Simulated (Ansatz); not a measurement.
# Si4Ge: the cost of one run

Method: DFT PBE, scalar-relativistic, plane waves, PAW, in Ansatz 0.2.0.

## (1) The structure to begin with

It takes space group P6_3/mmc (No. 194, hexagonal). The conventional cell has a = 2.860 Å, b = 2.860 Å, c = 22.606 Å, α = 90.00°, β = 90.00°, γ = 120.00°. Si (site symmetry 3m) is surrounded by 12 Si at 2.80 to 2.86 Å. Around Si (site symmetry 3m) lie 3 Ge at 2.80 Å and 9 Si at 2.80 to 2.86 Å. Around Ge (site symmetry -6m2) lie 6 Si at 2.80 Å and 6 Ge at 2.86 Å.

Structure file:

```cif
data_structure
_symmetry_space_group_name_H-M 'P 1'
_symmetry_Int_Tables_number 1
_cell_length_a 2.8600
_cell_length_b 2.8600
_cell_length_c 22.6059
_cell_angle_alpha 90.000
_cell_angle_beta 90.000
_cell_angle_gamma 120.000
_cell_volume 160.14
loop_
_atom_site_label
_atom_site_type_symbol
_atom_site_fract_x
_atom_site_fract_y
_atom_site_fract_z
_atom_site_occupancy
Si1 Si 0.33333 0.66667 0.95000 1
Si2 Si 0.33333 0.66667 0.15000 1
Si3 Si 0.33333 0.66667 0.35000 1
Si4 Si 0.33333 0.66667 0.55000 1
Si5 Si 0.66667 0.33333 0.05000 1
Si6 Si 0.66667 0.33333 0.45000 1
Si7 Si 0.66667 0.33333 0.65000 1
Si8 Si 0.66667 0.33333 0.85000 1
Ge1 Ge 0.33333 0.66667 0.75000 1
Ge2 Ge 0.66667 0.33333 0.25000 1
```

The start is an ordering of an alloy on its end members' structure types: elements ordered on the sites of the Ti type, Si/Ge on Ti (P6_3/mmc, No. 194).

## (2) A first look at the guess

input.yaml reads:

```yaml
crystal:
  lattice:
    - [2.86002461, 0.0, 0.0]
    - [-1.43001231, 2.47685397, 0.0]
    - [0.0, 0.0, 22.60588411]
  atoms:
    - { symbol: Si, position: [0.33333333, 0.66666667, 0.95] }
    - { symbol: Si, position: [0.33333333, 0.66666667, 0.15] }
    - { symbol: Si, position: [0.33333333, 0.66666667, 0.35] }
    - { symbol: Si, position: [0.33333333, 0.66666667, 0.55] }
    - { symbol: Si, position: [0.66666667, 0.33333333, 0.05] }
    - { symbol: Si, position: [0.66666667, 0.33333333, 0.45] }
    - { symbol: Si, position: [0.66666667, 0.33333333, 0.65] }
    - { symbol: Si, position: [0.66666667, 0.33333333, 0.85] }
    - { symbol: Ge, position: [0.33333333, 0.66666667, 0.75] }
    - { symbol: Ge, position: [0.66666667, 0.33333333, 0.25] }
basis:
  ecutwfc: 420
kpoints:
  mp_grid: { grid: [6, 6, 1] }
hamiltonian:
  xc: pbe
scf:
  occupations: { method: gaussian, width: 0.1 }
  lower_state_search: "off"
output:
  forces: true
  stress: true
  eigenvalues: true
```

On the command line:

```
$ ansatz run input.yaml --threads 1 --pin off --max-ram 2560MiB --backend cpu --events-out ev --progress --plain --runs-dir out
```

**Question.** How long does this run take on 1 thread of Arm Neoverse V1, shared host, and how much memory does it need?

About 3.9 s, with a peak of 0.38 GiB.
